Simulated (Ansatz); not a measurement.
# CH5BSSi: the cost of one run

Method: RKS CAM-B3LYP-D4/STO-3G, in Ansatz 0.2.0.

**1. The starting structure**

Bond lengths: B1–C2 1.499 Å, C2–Si3 1.828 Å, C2–S4 1.465 Å, B1–H5 1.235 Å, B1–H6 1.214 Å, Si3–H7 1.525 Å, Si3–H8 1.409 Å, Si3–H9 1.522 Å. Angles: B1–C2–Si3 119.1°, B1–C2–S4 121.3°, Si3–C2–S4 119.4°, C2–B1–H5 122.3°, C2–B1–H6 123.9°, H5–B1–H6 113.8°, C2–Si3–H7 109.2°, C2–Si3–H8 111.2°, C2–Si3–H9 110.6°, H7–Si3–H8 108.9°, H7–Si3–H9 106.4°, H8–Si3–H9 110.5°.

Coordinates:

```xyz
9

B    -0.6724    1.2355   -0.7247
C     0.2222    0.0329   -0.6878
Si    0.3767   -0.9132    0.8688
S     0.8823   -0.4615   -1.8986
H    -0.9024    1.8556   -1.7671
H    -1.2582    1.6732    0.2448
H     1.7500   -1.5732    0.9195
H    -0.6130   -1.9123    0.9570
H     0.3034    0.0167    2.0711
```

**2. Relaxing end A**

Contents of input.yaml:

```yaml
crystal:
  periodic: [false, false, false]
  atoms:
    - { symbol: B, position_ang: [-0.6724, 1.2355, -0.7247] }
    - { symbol: C, position_ang: [0.2222, 0.0329, -0.6878] }
    - { symbol: Si, position_ang: [0.3767, -0.9132, 0.8688] }
    - { symbol: S, position_ang: [0.8823, -0.4615, -1.8986] }
    - { symbol: H, position_ang: [-0.9024, 1.8556, -1.7671] }
    - { symbol: H, position_ang: [-1.2582, 1.6732, 0.2448] }
    - { symbol: H, position_ang: [1.75, -1.5732, 0.9195] }
    - { symbol: H, position_ang: [-0.613, -1.9123, 0.957] }
    - { symbol: H, position_ang: [0.3034, 0.0167, 2.0711] }
basis:
  gaussian: { orbitals: STO-3G }
hamiltonian:
  xc: cam_b3lyp
  dispersion: d4
relax:
  f_tol: 0.015
  max_steps: 40
```

Started as:

```
$ ansatz run input.yaml --threads 1 --pin off --max-ram 2048MiB --backend cpu --events-out ev --progress --plain --runs-dir out
```

**Question.** How long does this run take on 1 thread of Arm Neoverse V1, shared host, and how much memory does it need?

About 51 s, with a peak of 0.14 GiB.
